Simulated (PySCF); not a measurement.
# LiGa at other levels of theory

What do other methods print for LiGa?

Method: each script names its method and basis; program: PySCF 2.14.0.

1 further run of the same task is left out (it didn't finish).

### 1 Starting geometry

LiGa: 2 atoms, charge 0, spin multiplicity 1.

Bond lengths: Li1–Ga2 2.365 Å.

### 2 The base run

File input.py:

```python
from pyscf import gto, dft

mol = gto.M(
    atom='Li 0 0 0; Ga 0 0 2.365',
    basis='ano-rcc-vdzp',
    charge=0,
    spin=0,
    verbose=4,
)
mf = dft.UKS(mol, xc='b3lyp')
mf = mf.sfx2c1e()
mf = mf.density_fit(auxbasis='def2-universal-jkfit')
mf.kernel()
g = mf.nuc_grad_method()
g.grid_response = True
g.kernel()
mf.dip_moment()
print('orbital energies (hartree):', [e[max(0, n-3):n+3].round(4) for e, n in zip(mf.mo_energy, mol.nelec)])
```

Run with:

```console
$ python input.py
```

Its log is not repeated here.

In short: E(SCF) = -1951.398266 Eh, 8 cycles, μ = 1.80 D, gradient on the second atom -0.0370 Eh/bohr.

The bond length is a typed value, not an optimised one.

### 3 Pw91

Variant 1 changes functional: b3lyp → pw91.

File input.py:

```python
from pyscf import gto, dft

mol = gto.M(
    atom='Li 0 0 0; Ga 0 0 2.365',
    basis='ano-rcc-vdzp',
    charge=0,
    spin=0,
    verbose=4,
)
mf = dft.UKS(mol, xc='pw91')
mf = mf.sfx2c1e()
mf = mf.density_fit(auxbasis='def2-universal-jkfit')
mf.kernel()
g = mf.nuc_grad_method()
g.grid_response = True
g.kernel()
mf.dip_moment()
print('orbital energies (hartree):', [e[max(0, n-3):n+3].round(4) for e, n in zip(mf.mo_energy, mol.nelec)])
```

Run with:

```console
$ python input.py
```

### 4 RKS

Variant 2 changes SCF type: UKS → RKS.

File input.py:

```python
from pyscf import gto, dft

mol = gto.M(
    atom='Li 0 0 0; Ga 0 0 2.365',
    basis='ano-rcc-vdzp',
    charge=0,
    spin=0,
    verbose=4,
)
mf = dft.RKS(mol, xc='b3lyp')
mf = mf.sfx2c1e()
mf = mf.density_fit(auxbasis='def2-universal-jkfit')
mf.kernel()
g = mf.nuc_grad_method()
g.grid_response = True
g.kernel()
mf.dip_moment()
print('orbital energies (hartree):', mf.mo_energy[..., max(0, mol.nelec[1]-3):mol.nelec[0]+3].round(4))
```

### 5 Wb97

Variant 3 changes functional: b3lyp → wb97.

input.py: that of step 2 with these lines changed.

```diff
@@ -9,3 +9,3 @@
 )
-mf = dft.UKS(mol, xc='b3lyp')
+mf = dft.UKS(mol, xc='wb97')
 mf = mf.sfx2c1e()
```

### 6 ROKS

Variant 4 changes SCF type: UKS → ROKS.

File input.py:

```python
from pyscf import gto, dft

mol = gto.M(
    atom='Li 0 0 0; Ga 0 0 2.365',
    basis='ano-rcc-vdzp',
    charge=0,
    spin=0,
    verbose=4,
)
mf = dft.ROKS(mol, xc='b3lyp')
mf = mf.sfx2c1e()
mf = mf.density_fit(auxbasis='def2-universal-jkfit')
mf.kernel()
g = mf.nuc_grad_method()
g.grid_response = True
g.kernel()
mf.dip_moment()
print('orbital energies (hartree):', mf.mo_energy[..., max(0, mol.nelec[1]-3):mol.nelec[0]+3].round(4))
```

**Question.** What will these runs give? Wanted: for each run, E(SCF); from base; gap; SCF dipole.

The runs gave:

```csv
run,E(SCF) (hartree),from base (eV),cycles,gap (eV),SCF dipole (D)
base,-1951.398266,0,8,1.33,1.80
pw91,-1951.503352,not comparable,10,0.27,1.42
RKS,-1951.398266,0.0000,8,1.33,1.80
wb97,-1951.498725,not comparable,9,5.25,3.25
ROKS,-1951.398266,0.0000,8,n/a,1.80
```

**Reading.** With RKS or ROKS the SCF ends at the base energy. The gap between the frontier levels is 0.3 eV with pw91 (0 % exact exchange) and 1.3 eV with b3lyp (20 %): exact exchange opens it. A lower total energy from another functional means nothing by itself. With RKS, ROKS the path hardly changes: 8 cycles against 8.
